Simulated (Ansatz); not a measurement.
# Bi: the cost of one run

Program: Ansatz 0.2.0. Level of theory: reference: DFT r2SCAN, plane waves, PAW, scalar-relativistic, no spin polarisation. These are calculated values, not measurements.

### 1 The structure to begin with

The structure is hexagonal, space group P6_3/mmc (No. 194). Conventional cell: a = 3.658 Å, b = 3.658 Å, c = 5.699 Å, α = 90.00°, β = 90.00°, γ = 120.00°. Around Bi (site symmetry -6m2) lie 12 Bi at 3.55 to 3.66 Å.

Structure file:

```
CELL_PARAMETERS angstrom
3.65835 0.00000 0.00000
-1.82917 3.16822 0.00000
0.00000 0.00000 5.69934
ATOMIC_POSITIONS crystal
Bi 0.33333 0.66667 0.25000
Bi 0.66667 0.33333 0.75000
```

### 2 Reference

File input.yaml:

```yaml
crystal:
  lattice:
    - [3.658343, 0.0, 0.0]
    - [-1.829171, 3.168224, 0.0]
    - [0.0, 0.0, 5.69934]
  atoms:
    - { symbol: Bi, position: [0.33333, 0.66667, 0.25] }
    - { symbol: Bi, position: [0.66666, 0.33333, 0.75] }
  symmetry: { tolerance: 0.0003 }
kpoints:
  mp_grid: { grid: [6, 6, 3], shift: [0, 0, 0] }
magnetization:
  spin_polarized: false
scf:
  occupations: { method: fermi_dirac }
hamiltonian:
  pseudopotentials: { kind: paw }
  xc: r2scan
basis:
  ecutwfc: 500
output:
  forces: true
  stress: true
  eigenvalues: true
  write_density: true
  write_potential: true
  elf: true
  volumetric_format: npy
```

Started as:

```bash
$ ansatz run input.yaml --threads 1 --pin off --max-ram 2560MiB --backend cpu --events-out ev --progress --plain --runs-dir out
```

What time and memory should one allow on 1 thread of AMD EPYC 7R13 (Zen 3), shared host?

About 3.3 s, with a peak of 0.57 GiB.
